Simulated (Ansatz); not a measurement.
I need a calculation of the elastic constants of RbBH4, space group F-43m. Use Ansatz's Python interface. Level of theory (first run): LDA, PAW, cutoff 272 eV, 6×6×6 k-points, fixed occupations.

The script reads `rbbh4.extxyz`:
```text
6
Lattice="0.0 3.45324022 3.45324022 3.45324022 0.0 3.45324022 3.45324022 3.45324022 0.0" Properties=species:S:1:pos:R:3 pbc="T T T"
Rb    0.00000000    0.00000000    0.00000000
B     3.45324022    3.45324022    3.45324022
H     4.16056880    4.16056880    4.16056880
H     4.16056880    2.74591164    2.74591164
H     2.74591164    2.74591164    4.16056880
H     2.74591164    4.16056880    2.74591164
```

`run_elastic.py`:
```python
"""Elastic constants of RbBH4."""

from dataclasses import replace

import ansatz as az
import numpy as np

crystal = az.Crystal.from_extxyz("rbbh4.extxyz")

job = crystal.calculation()
job = job.functional("LDA").pseudopotentials("paw")
job = job.basis(20 * az.Ry, xc_grid=1)
job = job.occupations("fixed")
job = job.mixing("anderson", preconditioner="resta")
job = job.scf(tolerance=1e-07, extra_bands=12, algorithm="direct_min")
job = job.kpoints(6, 6, 6)
# relax, then strain
rest = job.relax(cell=True).run().lattice
relaxed = az.Crystal(lattice=az.Lattice.of(rest.cell_ang))
for site in rest.sites:
    relaxed = relaxed.atom(site.symbol, site.position_frac)
job = replace(job, crystal=relaxed)
print("relaxed volume {:.3f} A^3".format(abs(np.linalg.det(rest.cell_ang))))
result = job.elastic("clamped-ion", amplitude=0.01).run()
elastic = result.elastic

print("C_ij (GPa), Voigt order xx yy zz yz xz xy")
for row in elastic.c_gpa:
    print(" ".join(f"{value:8.1f}" for value in row))
print("smallest eigenvalue of C:", round(elastic.stability.min_eigenvalue_gpa, 1), "GPa; stable:", elastic.stability.stable)
# averaged moduli need a positive definite tensor
if elastic.stability.min_eigenvalue_gpa > 0:
    m = elastic.moduli
    print(f"K = {m.k_hill_gpa:.1f}, G = {m.g_hill_gpa:.1f}, E = {m.youngs_gpa:.1f} GPa, Poisson ratio {m.poisson:.3f}, K/G = {m.k_hill_gpa / m.g_hill_gpa:.2f}")
```

```console
$ python run_elastic.py
DeckWarning: basis.ecutwfc = 272.11386245988 eV is below the records' recommended 420 eV, and the density's cutoff is lower with it unless basis.ecutrho_ratio is high enough to keep the records' density cutoff: compare with a run at a higher cutoff
DeckWarning: relax.cell: scf.convergence.dr2_threshold = 1e-7 eV (the SCF's general default) is looser than the 6e-10 eV advised for a relaxation that steers and ends on the stress (1e-10 eV for each atom of the cell: 6). What an SCF threshold leaves in a stress goes as its square root, and in the free energy as the [...]
relaxed volume 74.977 A^3
DeckWarning: elastic: scf.convergence.dr2_threshold = 1e-7 eV (typed) is looser than the 1.6e-9 eV advised at elastic.amplitude = 1e-2. Elastic constants divide stress differences by the amplitude, so a small SCF error in a stress becomes a large one in a constant, unseen in the output: at amplitude 2e-3 the [...]
C_ij (GPa), Voigt order xx yy zz yz xz xy
    77.4     22.8     22.8     -0.0     -0.0     -0.0
    22.8     77.4     22.8     -0.0     -0.0     -0.0
    22.8     22.8     77.4     -0.0     -0.0     -0.0
     0.0     -0.0      0.0     37.9     -0.0     -0.0
    -0.0      0.0      0.0      0.0     37.9      0.0
    -0.0     -0.0      0.0      0.0      0.0     37.9
smallest eigenvalue of C: 37.9 GPa; stable: True
K = 41.0, G = 33.2, E = 78.5 GPa, Poisson ratio 0.181, K/G = 1.23
```
(Warnings from the package without file and line, shortened.)

What to keep in mind:
- The settings weren't tested for convergence.
- The cutoff lies under the one recommended for these potentials.
- Under the recommended cutoff a pressure can be off by several GPa, even in sign.
- A positive definite tensor excludes instabilities under uniform strain alone; phonons elsewhere in the zone can still be imaginary.
- These are clamped-ion constants: where atoms have free coordinates under strain, the relaxed-ion ones can be far smaller or negative, so this tensor doesn't settle whether the crystal is stable.
- This cell is a computed structure, which may not be the phase found in nature.
- The constants belong to the cell that was strained; where it wasn't relaxed first it may be under stress.
- The whole script took 62 s on 1 thread of Arm Neoverse N1 (shared host), peak memory 0.42 GiB.

(A comment or docstring line of the script was reworded after the run, the code is as it ran; lines on the test bed's own set-up are left out of the output.)
